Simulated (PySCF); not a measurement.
# RuSH₂: relaxation and vibrations of the triplet

The task is one start of a wider search on RuSH₂: the triplet, from a PBE0 minimum start. It is relaxed, tested by its Hessian and followed downhill if it is a saddle.

Computed with PySCF 2.14.0. Level: PBE0, basis Ru def2-TZVP with ECP28, S def2-TZVP, H def2-TZVP, scalar-relativistic core potentials, no spin–orbit coupling, density fitting.

**1. Starting geometry**

4 atoms, charge 0, spin multiplicity 3.

Bond lengths: Ru1–S2 2.029 Å, Ru1–H3 1.554 Å, Ru1–H4 1.554 Å. Angles: S2–Ru1–H3 93.5°, S2–Ru1–H4 93.5°, H3–Ru1–H4 86.3°.

```xyz
4
charge 0 multiplicity 3
Ru    0.0000   -0.4764    0.0000
S     0.0714    1.5518    0.0000
H    -1.1325   -0.5321   -1.0621
H    -1.1325   -0.5321    1.0621
```

**2. The SCF at the typed geometry**

The steps below are one call of a driver around PySCF. For each, scf.py gives the equivalent set-up of the SCF; relaxations use the driver's own optimiser. After this first run the driver tries any further starts and a stability analysis.

Input file scf.py:

```python
from pyscf import gto, scf, dft
mol = gto.M(atom='''
Ru     0.000000    -0.476360    -0.000000
S      0.071400     1.551830     0.000000
H     -1.132470    -0.532050    -1.062120
H     -1.132470    -0.532050     1.062120''',
    basis={'Ru': 'def2-TZVP', 'S': 'def2-TZVP', 'H': 'def2-TZVP'},
    ecp={'Ru': 'def2-TZVP'},
    charge=0, spin=2)
mf = dft.UKS(mol, xc='PBE0')
mf.grids.atom_grid = (50, 194)
aux = {'Ru': 'def2-universal-JKFIT', 'S': 'def2-universal-JKFIT', 'H': 'def2-universal-JKFIT'}
mf = mf.density_fit(auxbasis=aux)
mf.conv_tol = 1e-08
mf.diis_space = 10
mf.max_cycle = 60
mf.init_guess = 'minao'
mf.verbose = 4
mf.kernel()
```

The run is started by

```sh
$ OMP_NUM_THREADS=4 python axn.py task.json out
```

Further steps of the session: Relaxation: PBE0 minimum start, triplet; Frequencies.

Before running it: what results should come out? Wanted: minimum; geometry; wavenumbers; dipole moment; highest occupied, lowest empty level; polar-tensor charge of Ru1; zero-point energy; atomisation energy; ⟨S²⟩.

**Answer**, as computed:

```
                                          quantity                                                             value
                                           minimum                                                       triplet, Cs
                                          geometry  Ru–H 1.554 Å (×2), Ru–S 2.029 Å; H–Ru–H 86.3°, H–Ru–S 93.5° (×2)
                                wavenumbers (cm⁻¹)    564 (a'), 567 (a''), 572 (a'), 668 (a'), 2172 (a''), 2212 (a')
                                     dipole moment                                                            3.00 D
highest occupied, lowest empty level (either spin)                                                   -6.57, -3.02 eV
                        polar-tensor charge of Ru1                                                           +0.61 e
                                 zero-point energy                                                       40.4 kJ/mol
                               entropy at 298.15 K                                                   280.7 J/(mol K)
         atomisation energy (no zero-point energy)                                                        931 kJ/mol
                                              ⟨S²⟩                                                             2.022
```

In words: The molecule stays Cs, as typed, and the end point is a minimum. In the infrared the band at 572 cm⁻¹ (a', bend) leads. Most of the spin sits on Ru1 (Mulliken spin 1.35, against 2 for the whole molecule). Only this shape and spin were tried, so other structures or states may lie lower. Open d and f shells are described by one determinant, and the ground state may have another occupation or spin.
